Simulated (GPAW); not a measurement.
Runs of GPAW 26.7.0 on LiY3. Symmetry: I4/mmm, No. 139, tetragonal system. Conventional cell: a = 4.734 Å, b = 4.734 Å, c = 10.653 Å, α = 90.00°, β = 90.00°, γ = 90.00°. Y (site symmetry 4/mmm) has 4 Li at 3.35 Å and 8 Y at 3.56 Å as nearest neighbours. Around Y (site symmetry -4m2) lie 8 Y at 3.35 to 3.56 Å and 4 Li at 3.56 Å. Around Li (site symmetry 4/mmm) lie 12 Y at 3.35 to 3.56 Å. The cell comes from a database or a generator and needn't be the stable form of this composition.

```csv
U,gap on the mesh (eV),pressure (GPa)
Y d U = 3 eV,none,5.1
Y d U = 2 eV,none,(a)
Y d U = 4 eV,none,7.0
Y d U = 5 eV,none,8.8
```

Alike in all rows: task single point; level PBE+U; potentials or basis GPAW PAW data sets (gpaw-data 1.2.1), pw; no spin polarisation; cell as given; k mesh 6 × 6 × 6; cutoff (eV) 800; smearing fermi-dirac 0.05 eV.

Fill in the values left out.

(a) 3.3.

Caveats: U without spin polarisation on a metal has little footing; the U is typed as a test and isn't derived for this compound.

A k mesh can miss the band edges, and the runs leave out spin-orbit coupling on Y.

A gap of «none» marks a metal or a gap under the smearing width.

Not every run made on this cell is shown here.
